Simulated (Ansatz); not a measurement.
Na2ScAgF6, space group Fm-3m, an SCF with some post-processing

With Ansatz 0.2.0 through its Python package.

Run as a notebook:

```python
from collections import Counter
from pathlib import Path
import warnings

import ansatz as az
from pymatgen.core import Structure
```

```python
warnings.simplefilter("ignore", az.DeckWarning)

na2scagf6 = (
    az.Lattice.fcc(8.79927)
    .space_group(225)
    .atom("Na", (0.25, 0.25, 0.75))
    .atom("Sc", (0.0, 0.0, 0.0))
    .atom("Ag", (0.5, 0.0, 0.0))
    .atom("F", (0.22916, 0.0, 0.0))
    .primitive()
)
```

```python
na2scagf6.resolved().sites[-1]
```

    Site(symbol='F', position=(0.22916000000000003, 0.77084, 0.77084), moment=None, axis=None, held=None, saved=None)

```python
job = (
    na2scagf6.calculation()
    .functional("r2SCAN")
    .accuracy("medium")
    .kpoints(spacing=0.52)
    .occupations("fixed")
    .scf(tolerance=1e-05)
    .compute(populations=True)
)
def show(event):
    row = event["data"]
    if event["event"] == "scf_iter" and row.get("harris_foulkes_ev") is not None:
        print(f"  iteration {row['iter']:3d}  Harris-Foulkes {row['harris_foulkes_ev']:.5f} eV  residual {row['dr2_ev']:.2e}")
```

```python
done = job.session().plan().execute(on_event=show)
data = done.report
```

      iteration   1  Harris-Foulkes -17592.32520 eV  residual 2.81e-01
      iteration   2  Harris-Foulkes -17592.40939 eV  residual 1.61e-02
      iteration   3  Harris-Foulkes -17592.40970 eV  residual 4.47e-03
      iteration   4  Harris-Foulkes -17592.40915 eV  residual 3.66e-04
      iteration   5  Harris-Foulkes -17592.40918 eV  residual 4.13e-05
      iteration   6  Harris-Foulkes -17592.40919 eV  residual 6.58e-06

```python
data["n_kpoints"], data["n_symmetry_ops"], data["n_pw"]
```

    (4, 48, 4285)

```python
data["n_electrons"]
```

    90.0

```python
data["published_state_doubts"]
```

    []

```python
print(f"free energy      {data['free_energy_ev']:.5f} eV")
print(f"per atom         {data['free_energy_ev'] / len(done.lattice.sites):.5f} eV")
print(f"SCF iterations   {data['n_iterations']}  (converged: {data['converged']})")
```

    free energy      -17592.40919 eV
    per atom         -1759.24092 eV
    SCF iterations   6  (converged: True)

```python
print(job.to_python())
```

    (
        az.Lattice.fcc(8.79927)
        .space_group(225)
        .atom("Na", (0.25, 0.25, 0.75))
        .atom("Sc", (0.0, 0.0, 0.0))
        .atom("Ag", (0.5, 0.0, 0.0))
        .atom("F", (0.22916, 0.0, 0.0))
        .primitive()
        .calculation()
        .accuracy("medium")
        .kpoints(spacing=0.52)
        .functional("r2scan")
        .scf(tolerance=1e-05)
        .occupations(method="fixed")
        .populations()
    )

```python
for term in (az.EnergyTerm.SMEARING, az.EnergyTerm.DISPERSION):
    print(f"F without {term.name.lower()}: {az.free_energy_without(data, term):.5f} eV")
```

    F without smearing: -17592.40919 eV
    F without dispersion: -17592.40919 eV

```python
files = Path(done.write_results("tables"))
print((files / "populations.tsv").read_text())
```

    # site	symbol	l	j	q
    # orbitals = lowdin
    # n_electrons = 90.000000
    # spilling = 0.002519
    0	Na	0_2S	-	1.995607
    0	Na	0_3S	-	0.157682
    0	Na	1_2P	-	5.998142
    1	Na	0_2S	-	1.995607
    1	Na	0_3S	-	0.157682
    1	Na	1_2P	-	5.998142
    2	Sc	0_3S	-	1.979263
    2	Sc	0_4S	-	0.275295
    2	Sc	1_3P	-	5.993774
    2	Sc	2_3D	-	1.317348
    3	Ag	0_4S	-	1.995882
    3	Ag	0_5S	-	0.277861
    3	Ag	1_4P	-	5.997374
    3	Ag	2_4D	-	9.973969
    4	F	0_2S	-	1.913491
    4	F	1_2P	-	5.696455
    5	F	0_2S	-	1.913491
    5	F	1_2P	-	5.696455
    6	F	0_2S	-	1.913491
    6	F	1_2P	-	5.696455
    7	F	0_2S	-	1.913491
    7	F	1_2P	-	5.696455
    8	F	0_2S	-	1.913491
    8	F	1_2P	-	5.696455
    9	F	0_2S	-	1.913491
    9	F	1_2P	-	5.696455

```python
final = Structure(done.lattice.cell_ang, [s.symbol for s in done.lattice.sites], [s.position_frac for s in done.lattice.sites])
# first shell of each atom, within 15 % of its shortest distance
shortest = {}
for site, neighbours in zip(final, final.get_all_neighbors(5.0)):
    for other in neighbours:
        pair = "-".join(sorted((site.specie.symbol, other.specie.symbol)))
        shortest[pair] = min(shortest.get(pair, 9e9), other.nn_distance)
for pair, distance in sorted(shortest.items(), key=lambda item: item[1]):
    print(f"shortest {pair:6s} {distance:.4f} A")
```

    shortest F-Sc   2.0164 A
    shortest Ag-F   2.3832 A
    shortest F-F    2.8517 A
    shortest F-Na   3.1164 A
    shortest Na-Sc  3.8102 A
    shortest Ag-Na  3.8102 A
    shortest Na-Na  4.3996 A
    shortest Ag-Sc  4.3996 A

Notes:
- These settings explore the input space; cutoff and mesh may be short of convergence.
- No spin polarisation was allowed.
- The structure comes from a database of computed cells and needn't be a stable or known phase.
- Finished in 6.7 s on 1 thread of Arm Neoverse V2, on a shared host, peak memory 0.83 GiB.

(Lines on the test bed's own set-up are left out of the output.)
